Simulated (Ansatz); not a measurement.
**WSi2 (I4/mmm): equation of state**

The task here is to estimate one member of a computed series from the others.

Method: DFT r²SCAN, scalar-relativistic, plane waves, PAW, in Ansatz 0.2.0.

**The starting structure**

It takes space group I4/mmm (No. 139, tetragonal). Conventional cell: a = 3.211 Å, b = 3.211 Å, c = 7.805 Å, α = 90.00°, β = 90.00°, γ = 90.00°. Si (site symmetry 4mm) has 5 Si at 2.58 to 2.63 Å and 5 W at 2.61 Å as nearest neighbours. W (site symmetry 4/mmm) is surrounded by 10 Si at 2.61 Å.

Coordinates:

```xyz
3
Lattice="-1.6056 1.6056 3.9023 1.6056 -1.6056 3.9023 1.6056 1.6056 -3.9023" Properties=species:S:1:pos:R:3 pbc="T T T"
Si    0.0000    0.0000    2.6129
Si    0.0000    0.0000    5.1917
W     0.0000    0.0000    0.0000
```

This cell comes from an earlier session at r²SCAN: 13.414 Å³/atom at 0.00 GPa, on a 18×18×18 mesh.

Volume factors to run: 0.980, 1.020, 0.960, 1.040.

Set-up of the first run:

The input, input.yaml:

```yaml
crystal:
  lattice:
    - [-1.59485936, 1.59485936, 3.8761092273]
    - [1.59485936, -1.59485936, 3.8761092273]
    - [1.59485936, 1.59485936, -3.8761092273]
  atoms:
    - { symbol: Si, position: [0.3347874975, 0.3347874975, 0.0] }
    - { symbol: Si, position: [0.6652125025, 0.6652125025, 0.0] }
    - { symbol: W, position: [0.0, 0.0, 0.0] }
basis:
  ecutwfc: 500
  ecutrho_ratio: 4
kpoints:
  mp_grid: { grid: [18, 18, 18] }
hamiltonian:
  xc: r2scan
scf:
  occupations: { method: gaussian, width: 0.05 }
output:
  forces: true
  stress: true
  eigenvalues: true
relax:
  f_tol: 0.01
  max_steps: 40
  cell: { stress_tol: 0.1, fix: [volume] }
```

On the command line:

```bash
ansatz run input.yaml --threads 1 --pin off --max-ram 2560MiB --backend cpu --events-out ev --progress --plain --runs-dir out
```

Steps of the session up to this table: Scaling the volume by 0.980; At 1.020 of the relaxed volume; Volume × 0.960; Volume × 1.040.

One of the session's tables, all rows but one given; the rest of the session is left out.

It belongs to the step «The fit». 

| volume (Å³/atom) | energy (meV/atom) | pressure (GPa) |
| --- | --- | --- |
| 12.877 | 16.75 | 10.39 |
| 13.146 | 4.03 | 4.92 |
| 13.414 | 0.00 | 0.00 |
| 13.682 | ? | ? |
| 13.950 | 14.51 | -8.36 |

**Question.** Estimate the row for volume (Å³/atom) = 13.682.

Worked estimate for «energy (meV/atom)». A straight line through the neighbours (13.414, 0.00) and (13.950, 14.51) gives 0.00 + (14.51 − 0.00) × (13.682 − 13.414) / (13.950 − 13.414) = 7.26; a parabola fitted to 3 rows on both sides gives 3.49.

**Answer.** energy (meV/atom): 3.76; pressure (GPa): -4.41. In «energy (meV/atom)» the line misses by +3.50 and the parabola by -0.27.
